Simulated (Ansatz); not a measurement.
# CCl₂FNSn: how energies converge with the basis set

Aim: see how fast density functionals converge with the basis set for CCl₂FNSn.

Program: Ansatz 0.2.0, Gaussian basis. Level of theory: one geometry, several basis sets. These are calculated values, not measurements.

The runs, in order: PBE0-D4/def2-SVP; ωB97M-V/def2-SVP; PBE0-D4/def2-QZVPP; ωB97M-V/def2-QZVPP; the functionals' def2-TZVPP values are taken from earlier runs.

**1. The geometry**

The geometry comes from an earlier relaxation with PBE0-D4 in a triple-zeta def2 set; it is a stationary point. Sn takes the def2 core potential; no spin-orbit term is included.

SMILES `N#[C][Sn]([F])([Cl])[Cl]`, 6 atoms, charge 0, spin multiplicity 1.

Atoms are counted from 1 here; the program's logs count them from 0.

Bond lengths: N1–C2 1.151 Å, C2–Sn3 2.082 Å, Sn3–F4 1.890 Å, Sn3–Cl5 2.274 Å, Sn3–Cl6 2.274 Å. Angles: N1–C2–Sn3 178.9°, C2–Sn3–F4 106.6°, C2–Sn3–Cl5 111.1°, C2–Sn3–Cl6 111.1°, F4–Sn3–Cl5 107.9°, F4–Sn3–Cl6 107.8°, Cl5–Sn3–Cl6 112.0°.

**2. PBE0-D4 in def2-SVP**

in.yaml reads:

```yaml
crystal:
  periodic: [false, false, false]
  atoms:
    - {symbol: N, position_ang: [1.617275, -1.865101, 1.139146]}
    - {symbol: C, position_ang: [0.917293, -1.094892, 0.647301]}
    - {symbol: Sn, position_ang: [-0.320464, 0.327366, -0.236194]}
    - {symbol: F, position_ang: [-1.783994, -0.612697, -0.974689]}
    - {symbol: Cl, position_ang: [0.746970, 1.400495, -1.933145]}
    - {symbol: Cl, position_ang: [-1.134981, 1.780829, 1.311279]}
basis:
  gaussian: {orbitals: def2-SVP}
hamiltonian: {xc: pbe0, dispersion: d4}
output: {orbitals: {seedname: orbitals}}
```

The runs that follow: ωB97M-V in def2-SVP; PBE0-D4 in def2-QZVPP; ωB97M-V in def2-QZVPP.

Before running them: what should the planned runs give, taken together? Wanted: PBE0-D4: double and triple zeta above quadruple; ωB97M-V: double and triple zeta above quadruple.

As calculated:

| quantity | value |
| --- | --- |
| PBE0-D4: double and triple zeta above quadruple | 16.60, 1.10 eV |
| ωB97M-V: double and triple zeta above quadruple | 16.58, 1.03 eV |

**Reading.** PBE0-D4 gains 15.50 eV from double to triple zeta, then 1.10 eV more. These are total energies; as a rule much of such shifts cancels in differences, which this series doesn't test.
